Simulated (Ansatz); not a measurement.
**GeH₂ (triplet): from Hartree-Fock to the top rungs, cc-pVDZ**

How much of the correlation energy of GeH₂ (triplet) does each wave-function method recover here?

Program: Ansatz 0.2.0, Gaussian basis. Level of theory: cc-pVDZ, core rule «outside noble gas», up to 14 orbitals frozen. These are calculated values, not measurements.

Plan: UHF; CCSD(T) on ROHF; CCSD(T) on UHF; BCCD(T) on ROHF; CISD; CCSDT(Q) on ROHF; CCSDT(Q) on UHF; CISDTQ; CASSCF and MRCISD+Q, 6 electrons in 6 orbitals; CASSCF and MRCISD+Q(relaxed), 6 electrons in 6 orbitals; CASSCF and NEVPT2, 6 electrons in 6 orbitals; Full CI.

15 further runs of the same task are left out: 1 for a mislabelled method, 5 that didn't finish, 9 set aside as unsound or not needed.

### Step 1. The system

The geometry is a PBE0/def2-TZVP stationary point (not a proven minimum) of the parent state, kept for this charge and spin. No spin-orbit coupling is included. The filled d shell of Ge may be among the frozen orbitals whatever the setting's name suggests; the logs give the count.

3 atoms, charge 0, spin multiplicity 3.

Atoms are counted from 1 here; the program's logs count them from 0.

Bond lengths: Ge1–H2 1.594 Å, Ge1–H3 1.594 Å. Angles: H2–Ge1–H3 90.6°.

As a file:

```
Ge    0.00000   -0.03027    0.00000
H     0.00000    1.09058   -1.13349
H     0.00000    1.09058    1.13349
```

### Step 2. UHF

Contents of in.yaml:

```yaml
crystal:
  periodic: [false, false, false]
  atoms:
    - {symbol: Ge, position_ang: [0.000000, -0.030265, 0.000000]}
    - {symbol: H, position_ang: [0.000000, 1.090584, -1.133489]}
    - {symbol: H, position_ang: [0.000000, 1.090579, 1.133493]}
basis:
  gaussian: {orbitals: cc-pVDZ}
magnetization: {spin_polarized: true, initial_magnetization: 2}
hamiltonian: {xc: hf}
output: {orbitals: {seedname: orbitals}}
```

Command:

```sh
ansatz run in.yaml --threads 1 --pin off --events-out ev --progress --plain --max-ram 2393MiB
```

After this run come: CCSD(T) on ROHF; CCSD(T) on UHF; BCCD(T) on ROHF; CISD; CCSDT(Q) on ROHF; CCSDT(Q) on UHF; CISDTQ; CASSCF and MRCISD+Q, 6 electrons in 6 orbitals; CASSCF and MRCISD+Q(relaxed), 6 electrons in 6 orbitals; CASSCF and NEVPT2, 6 electrons in 6 orbitals; Full CI.

Before running them: what should the planned runs give, taken together? Wanted: FCI below the RHF energy; RMP2 from FCI; UMP2 from FCI; RCCSD from FCI; RCCSD(T) from FCI; UCCSD(T) from FCI; RCCSDT(Q) from FCI; UCCSDT(Q) from FCI; NEVPT2 valence from FCI.

As calculated:

| quantity | value |
| --- | --- |
| FCI below the RHF energy | -2.6398 eV |
| RMP2 from FCI | +668.5 meV |
| UMP2 from FCI | +655.2 meV |
| RCCSD from FCI | +72.0 meV |
| RCCSD(T) from FCI | +17.5 meV |
| UCCSD(T) from FCI | +6.3 meV |
| RCCSDT(Q) from FCI | -0.7 meV |
| UCCSDT(Q) from FCI | -12.0 meV |
| NEVPT2 valence from FCI | +487.9 meV |
| MRCISD+Q valence from FCI | -1.6 meV |
| MRCISD+Q(relaxed) valence from FCI | -18.8 meV |
| levels within 1 kcal/mol (43 meV) | RCCSD(T), UCCSD(T), BCCD(T), RCCSDT, UCCSDT, CISDTQ, RCCSDT(Q), UCCSDT(Q), MRCISD+Q valence, MRCISD+Q(relaxed) valence |
| T1 diagnostic | 0.021 |
| effectively unpaired electrons | 2.03 |

RCCSD(T) misses by +17.5 meV, 0.7 % of the correlation energy. UCCSDT, UCCSDT(Q), MRCISD+Q(relaxed) valence fall below full CI: unrestricted runs freeze a spin-polarised core, another one than full CI's, and coupled cluster isn't variational. One determinant dominates. Of the multireference levels listed MRCISD+Q valence comes nearest in total energy (-1.6 meV), which doesn't show that its space is the better one. These misses are within one basis, not against nature; the frozen cores of restricted and unrestricted runs differ, which can shift their rows.
